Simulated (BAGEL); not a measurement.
# A workflow on C2H5NSi (SMILES C[SiH2]C#N)

We compute a single-point energy (HF/6-31G*), then the energy (NEVPT2(2,2)/6-31G*), then a single-point energy (CASPT2(2,2)/6-31G*) of C2H5NSi. 

The calculation is run with BAGEL 1.2.2.

2 further runs of the same task are left out: 2 set aside as unsound or not needed.

### 1 The molecule

C2H5NSi has 9 atoms, charge 0, and is taken as a singlet. SMILES: `C[SiH2]C#N`. The C1–Si2 distance was set to 2.974 Å, away from the relaxed value. At this shape a bond of the SMILES string is far longer than usual.

Bond lengths: Si2–C3 1.855 Å, C3–N4 1.152 Å, C1–H5 1.092 Å, C1–H6 1.092 Å, C1–H7 1.092 Å, Si2–H8 1.482 Å, Si2–H9 1.482 Å. Angles: Si2–C3–N4 178.8°, C3–Si2–H8 106.1°, C3–Si2–H9 106.1°, H8–Si2–H9 110.0°, H5–C1–H6 108.4°, H5–C1–H7 108.4°, H6–C1–H7 108.4°. A long bond or contact: C1–Si2 2.974 Å.

### 2 A single-point energy at HF/6-31G(d) (density fitting with svp-jkfit, spherical functions) (run 1)

job.json reads:

```json
{ "bagel": [

{
  "title": "molecule",
  "basis": "6-31gs.json",
  "df_basis": "svp-jkfit",
  "geometry": [
    { "atom": "C", "xyz": [ -1.86538834,  3.44407122, -2.05787773 ] },
    { "atom": "Si", "xyz": [ -0.27741180, -1.04804211,  0.92275327 ] },
    { "atom": "C", "xyz": [  3.09593831, -1.71983975,  0.24528645 ] },
    { "atom": "N", "xyz": [  5.19164458, -2.10213134, -0.20333453 ] },
    { "atom": "H", "xyz": [ -1.64258963,  3.09447188, -4.07856188 ] },
    { "atom": "H", "xyz": [ -0.73306445,  5.09247931, -1.55199805 ] },
    { "atom": "H", "xyz": [ -3.84941180,  3.87738542, -1.68635758 ] },
    { "atom": "H", "xyz": [ -1.68809235, -3.36257867,  0.22109796 ] },
    { "atom": "H", "xyz": [ -0.44673126, -0.62512140,  3.68553286 ] }
  ]
},
{ "title": "hf" },
{ "title": "print", "file": "orbitals.molden", "orbitals": true }

]}
```

The basis set 6-31G* is read from a file made from the Basis Set Exchange's data (not shown).

Started as:

```
$ BAGEL_NUM_THREADS=1 BAGEL job.json > job.out
```

Standard output:

```text
* using 1 threads per process

  ===============================================================
  ===============================================================

  *** Geometry ***

  { "atom" : "C", "xyz" : [     -1.865388,      3.444071,     -2.057878 ] },
  { "atom" : "Si", "xyz" : [     -0.277412,     -1.048042,      0.922753 ] },
  { "atom" : "C", "xyz" : [      3.095938,     -1.719840,      0.245286 ] },
  { "atom" : "N", "xyz" : [      5.191645,     -2.102131,     -0.203335 ] },
  { "atom" : "H", "xyz" : [     -1.642590,      3.094472,     -4.078562 ] },
  { "atom" : "H", "xyz" : [     -0.733064,      5.092479,     -1.551998 ] },
  { "atom" : "H", "xyz" : [     -3.849412,      3.877385,     -1.686358 ] },
  { "atom" : "H", "xyz" : [     -1.688092,     -3.362579,      0.221098 ] },
  { "atom" : "H", "xyz" : [     -0.446731,     -0.625121,      3.685533 ] },

  Number of auxiliary basis functions:      445

  Since a DF basis is specified, we compute 2- and 3-index integrals:
    o Being stored without compression. Storage requirement is 0.017 GB

  Number of basis functions:       70
  Number of electrons      :       38

    * METHOD: MOLECULE                             0.19

  *** RHF ***

  === Nuclear Repulsion ===
   122.0528360057

      * DIIS with orbital gradients will be used.

  === RHF iteration (6-31gs.json) ===
      0       -421.58880990          0.02656650           0.04
      1       -421.69027591          0.02461712           0.04
      2       -421.88499639          0.00263337           0.04
      3       -421.88890019          0.00118212           0.04
      4       -421.88965226          0.00027219           0.04
      5       -421.88971169          0.00009488           0.04
      6       -421.88972186          0.00004307           0.04
      7       -421.88972385          0.00000942           0.04
      8       -421.88972391          0.00000634           0.04
      9       -421.88972395          0.00000271           0.04
     10       -421.88972396          0.00000125           0.04
     11       -421.88972396          0.00000069           0.04
     12       -421.88972396          0.00000020           0.04
     13       -421.88972396          0.00000007           0.04
     14       -421.88972396          0.00000003           0.04
     15       -421.88972396          0.00000001           0.04
     16       -421.88972396          0.00000001           0.04
    * SCF iteration converged.

    * Permanent dipole moment:
           (    1.468385,    -0.559724,    -0.083538) a.u.

    * METHOD: HF                                   0.82

    * METHOD: PRINT                                0.01

  ===============================================================
```

It took 1.2 s on 1 thread of Arm Neoverse V1, shared host; peak memory 0.15 GiB.

### 3 The energy at NEVPT2(2,2)/6-31G(d) (density fitting with svp-jkfit, spherical functions) (run 2)

nevpt2.json reads:

```json
{ "bagel" : [

{
  "title" : "molecule",
  "basis" : "6-31gs.json",
  "df_basis" : "svp-jkfit",
  "geometry" : [
    { "atom" : "C", "xyz" : [ -1.86538834,  3.44407122, -2.05787773 ] },
    { "atom" : "Si", "xyz" : [ -0.27741180, -1.04804211,  0.92275327 ] },
    { "atom" : "C", "xyz" : [  3.09593831, -1.71983975,  0.24528645 ] },
    { "atom" : "N", "xyz" : [  5.19164458, -2.10213134, -0.20333453 ] },
    { "atom" : "H", "xyz" : [ -1.64258963,  3.09447188, -4.07856188 ] },
    { "atom" : "H", "xyz" : [ -0.73306445,  5.09247931, -1.55199805 ] },
    { "atom" : "H", "xyz" : [ -3.84941180,  3.87738542, -1.68635758 ] },
    { "atom" : "H", "xyz" : [ -1.68809235, -3.36257867,  0.22109796 ] },
    { "atom" : "H", "xyz" : [ -0.44673126, -0.62512140,  3.68553286 ] }
  ]
},
{ "title" : "hf" },
{ "title" : "casscf", "nstate" : 1, "nact" : 2, "nclosed" : 18, "active" : [19, 20], "maxiter" : 200, "natocc" : "true" },
{ "title" : "nevpt2", "nstate" : 1, "nact" : 2, "nclosed" : 18, "active" : [19, 20], "maxiter" : 200, "natocc" : "true", "ncore" : 8 },
{ "title" : "print", "file" : "orbitals.molden", "orbitals" : "true" }

]}
```

The basis set 6-31G* is read from a file made from the Basis Set Exchange's data (not shown).

Started as:

```
$ BAGEL_NUM_THREADS=1 BAGEL nevpt2.json > nevpt2.out
```

Standard output:

```text
* using 1 threads per process

  ===============================================================
  ===============================================================

  *** Geometry ***

  { "atom" : "C", "xyz" : [     -1.865388,      3.444071,     -2.057878 ] },
  { "atom" : "Si", "xyz" : [     -0.277412,     -1.048042,      0.922753 ] },
  { "atom" : "C", "xyz" : [      3.095938,     -1.719840,      0.245286 ] },
[... 5 lines of this table left out ...]
  { "atom" : "H", "xyz" : [     -0.446731,     -0.625121,      3.685533 ] },

  Number of auxiliary basis functions:      445

  Since a DF basis is specified, we compute 2- and 3-index integrals:
    o Being stored without compression. Storage requirement is 0.017 GB

  Number of basis functions:       70
  Number of electrons      :       38

    * METHOD: MOLECULE                             0.20

  *** RHF ***

  === Nuclear Repulsion ===
   122.0528360057

      * DIIS with orbital gradients will be used.

  === RHF iteration (6-31gs.json) ===
      0       -421.58880990          0.02656650           0.04
      1       -421.69027591          0.02461712           0.04
      2       -421.88499639          0.00263337           0.04
[... 13 lines of this table left out ...]
     16       -421.88972396          0.00000001           0.04
    * SCF iteration converged.

    * Permanent dipole moment:
           (    1.468385,    -0.559724,    -0.083538) a.u.

    * METHOD: HF                                   0.84

  ---------------------------
      CASSCF calculation
  ---------------------------

    ==== Active orbitals : =====
         Orbital 19
         Orbital 20
    ============================

    * nstate   :      1
    * nclosed  :     18
    * nact     :      2
    * nvirt    :     50
  === CASSCF iteration (6-31gs.json) ===

    * Using the second-order algorithm

      0  0      -421.91714488     3.33e-03      0.02

      1  0      -421.93501530     1.23e-03      0.22
[... 13 lines of this table left out ...]
      8  0      -421.93619565     6.54e-09      0.19

    * Second-order optimization converged. *

     guess   0:   closed 1.                   open ..

  === FCI iteration ===

      0  0      -421.88636778     7.05e-02      0.00
      1  0      -421.93602857     3.85e-03      0.00
      2  0 *    -421.93619565     6.68e-16      0.00

     * ci vector, state   0, <S^2> = 0.0000
       2.     0.9427806511
       .2    -0.3334136228

    * METHOD: CASSCF                               1.88

    * freezing 8 orbitals

  === DF-NEVPT2 calculation ===

    * 3-index integral transformation done
    * assembly done

      NEVPT2 correlation energy:   -0.4568178601      0.11

          (+0)     -0.3956957984
          (+0)'    -0.0153049996
          (+1)     -0.0107557543
          (+1)'    -0.0000000000
          (+2)     -0.0004168446
          (-1)     -0.0330282262
          (-1)'     0.0000000000
          (-2)     -0.0016162369

      NEVPT2 total energy:       -422.3930135120

    * METHOD: NEVPT2                               0.19

    * METHOD: PRINT                                0.01

  ===============================================================
```

Wall time 3.3 s (1 thread of Arm Neoverse V1, shared host); peak memory 0.15 GiB.

### 4 The energy at CASPT2(2,2)/6-31G(d) (density fitting with svp-jkfit, spherical functions) (run 3)

input.json reads:

```json
{ "bagel" : [

{
  "title" : "molecule",
  "basis" : "6-31gs.json",
  "df_basis" : "svp-jkfit",
  "geometry" : [
    { "atom" : "C", "xyz" : [ -1.86538834,  3.44407122, -2.05787773 ] },
    { "atom" : "Si", "xyz" : [ -0.27741180, -1.04804211,  0.92275327 ] },
    { "atom" : "C", "xyz" : [  3.09593831, -1.71983975,  0.24528645 ] },
    { "atom" : "N", "xyz" : [  5.19164458, -2.10213134, -0.20333453 ] },
    { "atom" : "H", "xyz" : [ -1.64258963,  3.09447188, -4.07856188 ] },
    { "atom" : "H", "xyz" : [ -0.73306445,  5.09247931, -1.55199805 ] },
    { "atom" : "H", "xyz" : [ -3.84941180,  3.87738542, -1.68635758 ] },
    { "atom" : "H", "xyz" : [ -1.68809235, -3.36257867,  0.22109796 ] },
    { "atom" : "H", "xyz" : [ -0.44673126, -0.62512140,  3.68553286 ] }
  ]
},
{
  "title" : "hf"
},
{
  "title" : "casscf",
  "nstate" : 1,
  "nact" : 2,
  "nclosed" : 18,
  "active" : [19, 20],
  "maxiter" : 200,
  "natocc" : true
},
{
  "title" : "print",
  "file" : "orbitals.molden",
  "orbitals" : true
},
{
  "title" : "smith",
  "method" : "caspt2",
  "ms" : true,
  "xms" : true,
  "sssr" : true,
  "shift" : 0.2,
  "shift_imag" : true,
  "ncore" : 8
}

]}
```

The basis set 6-31G* is read from a file made from the Basis Set Exchange's data (not shown).

Started as:

```
$ BAGEL_NUM_THREADS=1 BAGEL input.json > input.out
```

Standard output:

```text
* using 1 threads per process

  ===============================================================
  ===============================================================

  *** Geometry ***

  { "atom" : "C", "xyz" : [     -1.865388,      3.444071,     -2.057878 ] },
  { "atom" : "Si", "xyz" : [     -0.277412,     -1.048042,      0.922753 ] },
  { "atom" : "C", "xyz" : [      3.095938,     -1.719840,      0.245286 ] },
[... 5 lines of this table left out ...]
  { "atom" : "H", "xyz" : [     -0.446731,     -0.625121,      3.685533 ] },

  Number of auxiliary basis functions:      445

  Since a DF basis is specified, we compute 2- and 3-index integrals:
    o Being stored without compression. Storage requirement is 0.017 GB

  Number of basis functions:       70
  Number of electrons      :       38

    * METHOD: MOLECULE                             0.20

  *** RHF ***

  === Nuclear Repulsion ===
   122.0528360057

      * DIIS with orbital gradients will be used.

[... 6 lines left out ...]
    * SCF iteration converged.
[... 1 line left out ...]
    * Permanent dipole moment:
[... 27 lines left out ...]
    * Second-order optimization converged. *
[... 9 lines left out ...]
     * ci vector, state   0, <S^2> = 0.0000
[... 16 lines left out ...]
    * Zeroth order energy : state  0       -0.5722510410

    * CASPT2 iteration is performed using orthogonal basis

      -------------------------------------------  CASPT2 iteration  ---------------------------------------------------
       #      aibj      arbs      arbi      airj      risj      airs      arst      rist         Etot      error   time
      ------------------------------------------------------------------------------------------------------------------

       0  -0.39368  -0.00209  -0.03454  -0.01171  -0.00060  -0.01459   0.00000  -0.00000   -0.4572105  0.0009233   0.05
       1  -0.39376  -0.00210  -0.03461  -0.01176  -0.00061  -0.01472  -0.00000  -0.00000   -0.4575681  0.0001078   0.04
       2  -0.39376  -0.00210  -0.03460  -0.01176  -0.00061  -0.01473  -0.00000  -0.00000   -0.4575735  0.0000155   0.04
       3  -0.39376  -0.00210  -0.03460  -0.01176  -0.00061  -0.01473  -0.00000  -0.00000   -0.4575736  0.0000023   0.04
       4  -0.39376  -0.00210  -0.03460  -0.01176  -0.00061  -0.01473  -0.00000  -0.00000   -0.4575736  0.0000003   0.04

      ------------------------------------------------------------------------------------------------------------------

    * CASPT2 energy : state  0     -422.3971713424
        w/o shift correction       -422.3937692439
        reference weight              0.8480627977

    * METHOD: SMITH                                0.36

  ===============================================================
```

Run time: 3.6 s. Hardware: 1 thread of Arm Neoverse V1, shared host; peak memory 0.15 GiB.

### 5 Outcome

```
                               quantity          value
         run 1, HF/6-31G*: total energy  -421.88972 Eh
        run 1, HF/6-31G*: dipole moment         4.00 D
          run 1, HF/6-31G*: HOMO energy       -9.28 eV
          run 1, HF/6-31G*: LUMO energy        0.68 eV
        run 1, HF/6-31G*: HOMO–LUMO gap        9.96 eV
run 2, NEVPT2(2,2)/6-31G*: total energy  -422.39301 Eh
run 3, CASPT2(2,2)/6-31G*: total energy  -422.39717 Eh
```

In words: One bond (run 1, HF/6-31G*) is far stretched, which a spin-restricted single reference describes badly; a broken-symmetry solution may lie lower.
